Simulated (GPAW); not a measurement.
Write an ASE script for GPAW 26.7.0 that does the following.

| Quantity | Value |
| --- | --- |
| Task | relaxation of cell and atoms |
| Functional | PBEsol |
| Dispersion | D4 |
| Potentials or basis | PAW data sets generated in the run's folder for this functional |
| Cutoff | 600 eV |
| Basis | pw |
| k mesh | 6 × 6 × 6 |
| Occupations | fermi-dirac, width 0.05 eV |
| Spin | no spin polarisation |
| Maxiter | 150 |
| Optimizer | BFGS |
| Fmax | 0.02 eV/Å |
| Max steps | 60 |
| Convergence | density=1e-05 forces=0.0001 |

The system is Sn3Te.

```
Te Sn
1.0
     4.86562    0.00000    0.00000
     0.00000    4.86562    0.00000
     0.00000    0.00000    4.86562
Te Sn
1 3
Direct
  0.00000 0.00000 0.00000
  0.00000 0.50000 0.50000
  0.50000 0.00000 0.50000
  0.50000 0.50000 0.00000
```

The cell comes from a database or a generator and needn't be the stable form of this composition.

One way to write it, as run:

run.py

```python
from ase import Atoms
from ase.calculators.mixing import SumCalculator
from ase.filters import FrechetCellFilter
from ase.io import write
from ase.optimize import BFGS
from dftd4.ase import DFTD4
from gpaw import GPAW, PW, setup_paths

setup_paths.insert(0, '.')

atoms = Atoms(['Te', 'Sn', 'Sn', 'Sn'],
              cell=[[4.865622, 0.0, 0.0],
                    [0.0, 4.865622, 0.0],
                    [0.0, 0.0, 4.865622]],
              scaled_positions=[[0.0, 0.0, 0.0],
                                [0.0, 0.5, 0.5],
                                [0.5, 0.0, 0.5],
                                [0.5, 0.5, 0.0]],
              pbc=True)

calc = GPAW(mode=PW(600),
            xc='PBEsol',
            kpts={'size': (6, 6, 6), 'gamma': True},
            occupations={'name': 'fermi-dirac', 'width': 0.05},
            nbands=38,
            convergence={'density': 1e-05, 'forces': 0.0001},
            maxiter=150,
            txt='gpaw.txt')
atoms.calc = SumCalculator([calc, DFTD4(method='pbesol')])
opt = BFGS(FrechetCellFilter(atoms), trajectory='relax.traj', logfile='-')
done = opt.run(fmax=0.02, steps=60)
calc.write('gs.gpw')
write('result.traj', atoms)
print('Converged:', done)
print('Cell:', atoms.cell.cellpar().round(4))
print('Volume:', round(atoms.get_volume(), 4))
print(atoms.get_scaled_positions().round(5))
```

Potentials or basis: PAW data sets generated in the run's folder for this functional, pw.

Run with:

```console
$ gpaw-setup -f PBEsol Sn Te
$ OMP_NUM_THREADS=1 python run.py
```

Results of the run:

| Quantity | Value |
| --- | --- |
| Relaxed volume | 26.38 Å³/atom |
| Relaxed cell | a = 4.726 Å, b = 4.726 Å, c = 4.726 Å, α = 90.00°, β = 90.00°, γ = 90.00° |
| Space group after relaxing (to 0.05 Å) | Pm-3m (No. 221) |
| Energy gained by relaxing | 31.8 meV/atom |
| Ionic steps | 4 |
| Pressure after relaxing | 0.0 GPa |
| Band gap on the k mesh | none (metal or under the smearing width) |
| Dispersion energy per atom | -0.275 eV |

Caveat: later steps reuse the first step's grids; pairwise dispersion overbinds metals, which lowers pressure and volume.

Wall time 2.5 min on 1 thread of Arm Neoverse V2 (shared host), peak memory 0.29 GiB.
